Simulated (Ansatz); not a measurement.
# Zr (hcp type): the cost of one run

Program: Ansatz 0.2.0. Level of theory: DFT PBE, with the methods named in each step. These are calculated values, not measurements.

## Step 1: The starting structure

Symmetry: P6_3/mmc, No. 194, hexagonal system. Conventional cell: a = 3.231 Å, b = 3.231 Å, c = 5.175 Å, α = 90.00°, β = 90.00°, γ = 120.00°. Around Zr (site symmetry -6m2) lie 12 Zr at 3.19 to 3.23 Å.

As a file:

```
Zr
1.0
     1.61555   -2.79821    0.00000
     1.61555    2.79821    0.00000
     0.00000    0.00000    5.17514
Zr
2
Direct
  0.66667 0.33333 0.25000
  0.33333 0.66667 0.75000
```

Atoms are numbered in the order of the input: Zr1, Zr2.

## Step 2: Bulk in the slab's orientation, LAPW

input.yaml

```yaml
crystal:
  lattice:
    - [1.6155496476, -2.7982140716, 0.0]
    - [1.6155496475, 2.7982140717, 0.0]
    - [0.0, 0.0, 5.1751358144]
  atoms:
    - { symbol: Zr, position: [0.666666667, 0.333333333, 0.25] }
    - { symbol: Zr, position: [0.333333333, 0.666666667, 0.75] }
kpoints:
  mp_grid: { grid: [15, 15, 8] }
scf:
  occupations: { method: fermi_dirac, width: 0.08 }
hamiltonian:
  xc: pbe
  pseudopotentials: { kind: all_electron, lapw: { basis_error: 0.001 } }
output:
  forces: true
  stress: true
  eigenvalues: true
```

On the command line:

```
$ ansatz run input.yaml --threads 1 --pin off --max-ram 3584MiB --backend cpu --events-out ev --progress --plain --runs-dir out
```

Q: Estimate wall time and peak memory on 1 thread of Intel Xeon 6975P-C (Granite Rapids), shared host.

About 14 s, with a peak of 0.5 GiB.
